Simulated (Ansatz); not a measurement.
# C2H12N2Si2: the cost of one run

Method: RKS PBE/6-31G*, in Ansatz 0.2.0.

## (1) The starting structure

Bond lengths (14 of 17 bonds, heavy atoms first): Si1–Si2 2.220 Å, Si1–N6 1.820 Å, Si1–N9 1.819 Å, N9–C10 1.470 Å, N9–C14 1.470 Å, Si2–H3 1.460 Å, Si2–H4 1.460 Å, Si2–H5 1.460 Å, N6–H7 1.060 Å, N6–H8 1.060 Å, C10–H11 1.110 Å, C10–H12 1.110 Å, C10–H13 1.110 Å, C14–H15 1.110 Å. Angles (14 of 30 angles, heavy atoms first): Si2–Si1–N6 109.5°, Si2–Si1–N9 109.5°, N6–Si1–N9 109.5°, Si1–N9–C10 120.0°, Si1–N9–C14 120.0°, C10–N9–C14 120.0°, Si1–Si2–H3 109.5°, Si1–Si2–H4 109.5°, Si1–Si2–H5 109.5°, Si2–Si1–H18 109.5°, N6–Si1–H18 109.5°, N9–Si1–H18 109.5°, Si1–N6–H7 120.0°, Si1–N6–H8 120.0°.

Structure file:

```xyz
18

Si    0.0000    0.0000    0.0000
Si    0.0000    0.0000    2.2200
H    -1.3148   -0.4067    2.7074
H     1.0096   -0.9353    2.7074
H     0.3052    1.3420    2.7074
N     1.7163    0.0000   -0.6061
H     2.2145   -0.9180   -0.7868
H     2.2175    0.9180   -0.7783
N    -0.8572    1.4851   -0.6061
C    -2.2719    1.4087   -0.9981
H    -2.8245    0.7784   -0.2704
H    -2.7088    2.4290   -1.0098
H    -2.3521    0.9607   -2.0106
C    -0.1354    2.7620   -0.7039
H    -0.2436    3.1711   -1.7300
H    -0.5567    3.4827    0.0276
H     0.9399    2.5975   -0.4831
H    -0.6877   -1.1914   -0.4862
```

## (2) Relaxing the start

input.yaml reads:

```yaml
crystal:
  periodic: [false, false, false]
  atoms:
    - { symbol: Si, position_ang: [0.0, 0.0, 0.0] }
    - { symbol: Si, position_ang: [0.0, 0.0, 2.22] }
    - { symbol: H, position_ang: [-1.3148, -0.4067, 2.7074] }
    - { symbol: H, position_ang: [1.0096, -0.9353, 2.7074] }
    - { symbol: H, position_ang: [0.3052, 1.342, 2.7074] }
    - { symbol: "N", position_ang: [1.7163, 0.0, -0.6061] }
    - { symbol: H, position_ang: [2.2145, -0.918, -0.7868] }
    - { symbol: H, position_ang: [2.2175, 0.918, -0.7783] }
    - { symbol: "N", position_ang: [-0.8572, 1.4851, -0.6061] }
    - { symbol: C, position_ang: [-2.2719, 1.4087, -0.9981] }
    - { symbol: H, position_ang: [-2.8245, 0.7784, -0.2704] }
    - { symbol: H, position_ang: [-2.7088, 2.429, -1.0098] }
    - { symbol: H, position_ang: [-2.3521, 0.9607, -2.0106] }
    - { symbol: C, position_ang: [-0.1354, 2.762, -0.7039] }
    - { symbol: H, position_ang: [-0.2436, 3.1711, -1.73] }
    - { symbol: H, position_ang: [-0.5567, 3.4827, 0.0276] }
    - { symbol: H, position_ang: [0.9399, 2.5975, -0.4831] }
    - { symbol: H, position_ang: [-0.6877, -1.1914, -0.4862] }
basis:
  gaussian: { orbitals: "6-31G*" }
hamiltonian:
  xc: pbe
relax:
  f_tol: 0.02
  max_steps: 40
```

The run is started by

```console
$ ansatz run input.yaml --threads 2 --pin off --max-ram 3072MiB --backend cpu --events-out ev --progress --plain --runs-dir out
```

**Question.** How long does this run take on 2 threads of Arm Neoverse V2, shared host, and how much memory does it need?

About 81 s, with a peak of 0.19 GiB.
